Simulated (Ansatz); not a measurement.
**CH7N2Sc: one species, many methods**

The task here is to estimate one member of a computed series from the others.

The runs use Ansatz 0.2.0, Gaussian basis; functionals in def2-TZVPP, the program's frozen cores in correlated methods.

Plan: LDA (SPW92), PBE-D4, revPBE-D4, BLYP-D4, r2SCAN-D4, B97M-V, PBE0-D4, B3LYP-D4, r2SCANh-D4, r2SCAN0-D4, HSE06-D4, BHLYP-D4, CAM-B3LYP-D4, LC-ωPBE, ωB97X-V, ωB97M-V, B2PLYP, PBE-QIDH; CCSD(T)/def2-SVP; CCSD(T)/def2-TZVPP; MP2/def2-QZVPP; extrapolation to the limit; RPA on PBE.

**The geometry**

An earlier PBE0-D4 in a triple-zeta def2 set relaxation fixed the geometry.

SMILES `[CH3][Sc]([NH2])[NH2]`, 11 atoms, charge 0, spin multiplicity 1.

Atoms are counted from 1 here; the program's logs count them from 0.

Bond lengths: C1–Sc2 2.207 Å, C1–H5 1.098 Å, C1–H6 1.098 Å, C1–H7 1.099 Å, Sc2–N3 1.986 Å, Sc2–N4 1.986 Å, N3–H8 1.013 Å, N3–H9 1.013 Å, N4–H10 1.013 Å, N4–H11 1.013 Å. Angles: Sc2–C1–H5 112.8°, Sc2–C1–H6 112.6°, Sc2–C1–H7 111.6°, H5–C1–H6 106.9°, H5–C1–H7 106.3°, H6–C1–H7 106.2°, C1–Sc2–N3 119.6°, C1–Sc2–N4 119.7°, N3–Sc2–N4 120.7°, Sc2–N3–H8 127.3°, Sc2–N3–H9 125.7°, H8–N3–H9 107.0°, Sc2–N4–H10 125.7°, Sc2–N4–H11 127.3°, H10–N4–H11 107.0°.

The first run:

File in.yaml:

```yaml
crystal:
  periodic: [false, false, false]
  atoms:
    - {symbol: C, position_ang: [-1.285975, 1.441301, -0.027285]}
    - {symbol: Sc, position_ang: [0.183581, -0.204343, 0.003022]}
    - {symbol: N, position_ang: [0.666229, -1.057315, 1.729846]}
    - {symbol: N, position_ang: [1.010799, -0.815713, -1.695425]}
    - {symbol: H, position_ang: [-1.148288, 2.118952, -0.880149]}
    - {symbol: H, position_ang: [-1.246474, 2.058731, 0.880033]}
    - {symbol: H, position_ang: [-2.315766, 1.062824, -0.096687]}
    - {symbol: H, position_ang: [1.319594, -1.816707, 1.877458]}
    - {symbol: H, position_ang: [0.298457, -0.801354, 2.638805]}
    - {symbol: H, position_ang: [0.826793, -0.430212, -2.614388]}
    - {symbol: H, position_ang: [1.691040, -1.556154, -1.815229]}
basis:
  gaussian: {orbitals: def2-TZVPP}
hamiltonian: {xc: lda}
output: {orbitals: {seedname: orbitals}}
```

Launch:

```console
$ ansatz run in.yaml --threads 4 --pin off --events-out ev --progress --plain --max-ram 10444MiB
```

Among the steps run: LDA; PBE-D4 (GGA); revPBE-D4 (GGA); BLYP-D4 (GGA); r2SCAN-D4 (meta-GGA); B97M-V (meta-GGA); B3LYP-D4 (hybrid); r2SCANh-D4 (hybrid); r2SCAN0-D4 (hybrid); HSE06-D4 (hybrid); BHLYP-D4 (hybrid); CAM-B3LYP-D4 (range-separated); LC-ωPBE (range-separated); ωB97X-V (range-separated); ωB97M-V (range-separated); B2PLYP (double hybrid); PBE-QIDH (double hybrid).

One of the session's tables, all rows but one given; the rest of the session is left out.

It belongs to the step «Orbital energies across the functionals». 

| functional | HOMO (eV) | LUMO (eV) | gap (eV) |
| --- | --- | --- | --- |
| LDA (SPW92) | -5.47 | -2.37 | 3.10 |
| PBE-D4 | ? | ? | ? |
| revPBE-D4 | -5.26 | -2.00 | 3.26 |
| BLYP-D4 | -5.20 | -2.17 | 3.03 |
| r2SCAN-D4 | -5.57 | -1.80 | 3.76 |
| B97M-V | -5.65 | -2.05 | 3.60 |
| PBE0-D4 | -6.65 | -1.25 | 5.39 |
| B3LYP-D4 | -6.41 | -1.62 | 4.79 |
| r2SCANh-D4 | -6.07 | -1.49 | 4.58 |
| r2SCAN0-D4 | -6.82 | -1.04 | 5.77 |
| HSE06-D4 | -6.24 | -1.62 | 4.62 |
| BHLYP-D4 | -7.88 | -0.60 | 7.27 |
| CAM-B3LYP-D4 | -8.06 | -0.48 | 7.58 |
| LC-ωPBE | -9.47 | 0.74 | 10.22 |
| ωB97X-V | -9.11 | 0.54 | 9.64 |
| ωB97M-V | -8.98 | 0.17 | 9.16 |

Q: Estimate the row for PBE-D4 from the others.

**Answer.** HOMO (eV): -5.32; LUMO (eV): -2.14; gap (eV): 3.18. In the column «HOMO (eV)» it lies between LDA (SPW92) (-5.47) and revPBE-D4 (-5.26).
